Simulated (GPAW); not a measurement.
## AlSn: equation of state with RPBE+D4

Crystal: AlSn.

```
Sn Al
1.0
     4.19811    0.00000    0.00000
    -2.09905    3.63567    0.00000
     0.00000    0.00000    3.30685
Sn Al
1 1
Direct
  0.33333 0.66667 0.50000
  0.00000 0.00000 0.00000
```

The cell comes from a database or a generator and needn't be the stable form of this composition.

```
Program             : GPAW 26.7.0
Task                : equation of state
Functional          : RPBE
Dispersion          : D4
Potentials or basis : the program's PAW data sets (release 1.2.1) made for this functional
Cutoff              : 600 eV
Basis               : pw
k mesh              : 7 × 7 × 8
Occupations         : methfessel-paxton, width 0.2 eV
Spin                : no spin polarisation
Smearing order      : 1
Maxiter             : 150
Eos scales          : [0.94, 0.96, 0.98, 1.0, 1.02, 1.04, 1.06]
```

```yaml
Equilibrium_volume: 24.06 Å³/atom
Bulk_modulus_at_fixed_shape_and_positions: 58 GPa
Pressure_derivative_of_the_bulk_modulus: 4.8
```

Energy against volume, from the lowest point:
| volume (Å³/atom) | energy (meV/atom) |
| --- | --- |
| 23.722 | 0.68 |
| 24.227 | 0.00 |
| 24.731 | 2.98 |
| 25.236 | 9.23 |
| 25.741 | 18.38 |
| 26.245 | 30.09 |
| 26.750 | 44.04 |

It took 92 s on 1 thread of Arm Neoverse V2, with other jobs on the host, peak memory 0.25 GiB.

Caveat: this smearing can pin the Fermi level at a band edge; the cell was scaled at fixed shape and fractional positions, which overstates the stiffness of a crystal with free parameters, most of all of layers and chains.
